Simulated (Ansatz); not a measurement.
# CHBrSe, SMILES [Se]=CBr: an atomisation energy

Computed with the Python package of Ansatz (0.2.0).

The cells in order, each with its output:

In [1]:
```python
from collections import Counter

import ansatz as az


def total_energy(molecule, charge=0, unpaired=0):
    calc = (
        molecule.calculation()
        .basis(gaussian="cc-pVDZ")
        .correlation("ccsd_t")
    )
    if charge:
        calc = calc.charge(charge)
    if unpaired:
        calc = calc.spin("collinear", total=unpaired)
    report = calc.run(threads=1, backend="cpu").report
    if report["published_state_doubts"]:
        print("  doubts:", report["published_state_doubts"])
    return report["free_energy_ev"]
```

In [2]:
```python
GEOMETRY = """
Se    0.93880   -0.84540    1.40230
C    -0.13550   -0.10930   -0.09260
Br    0.02210    1.67070   -0.78110
H    -0.76980   -0.77630   -0.54890
"""

chbrse = az.Crystal.molecule()
for line in GEOMETRY.strip().splitlines():
    symbol, *xyz = line.split()
    chbrse = chbrse.atom(symbol, [float(v) for v in xyz])

# Hund ground states
unpaired = {"Se": 2, "C": 2, "Br": 1, "H": 1}
counts = Counter(site.symbol for site in chbrse.cartesian_sites)
atom_energy = {s: total_energy(az.Crystal.molecule().atom(s, (0, 0, 0)), 0, unpaired[s]) for s in counts}
whole = total_energy(chbrse, 0, 0)
for s, e in atom_energy.items():
    print(f"{s:2s} x{counts[s]}  {e:14.5f} eV")
print(f"CHBrSe: {whole:.5f} eV")
split = sum(counts[s] * e for s, e in atom_energy.items()) - whole
print(f"atomisation energy (no zero-point term): {96.485332 * split:.1f} kJ/mol, {split / sum(counts.values()):.3f} eV an atom")
```
```text
Se x1    -65304.56625 eV
C  x1     -1027.51219 eV
Br x1    -70000.94230 eV
H  x1       -13.58606 eV
CHBrSe: -136356.72119 eV
atomisation energy (no zero-point term): 975.9 kJ/mol, 2.529 eV an atom
```

975.9 kJ/mol from the electronic energies, without the zero-point term.

What to keep in mind:
- Total energies depend on the basis set; only differences at equal settings carry meaning.
- The geometry is a force-field or estimated start, not a minimum of this method, and the basis set is short of its limit. All parts are taken at fixed geometry, without zero-point energy.
- In double-zeta sets correlated atomisation energies come out some 10 to 15 % low.
- The spin-orbit lowering of heavy atoms is left out.
- Timing: 6.7 s on 1 thread of Intel(R) Xeon(R) Platinum 8488C (Sapphire Rapids) (shared host), peak memory 0.26 GiB.

(Lines on the test bed's own set-up are left out of the output.)
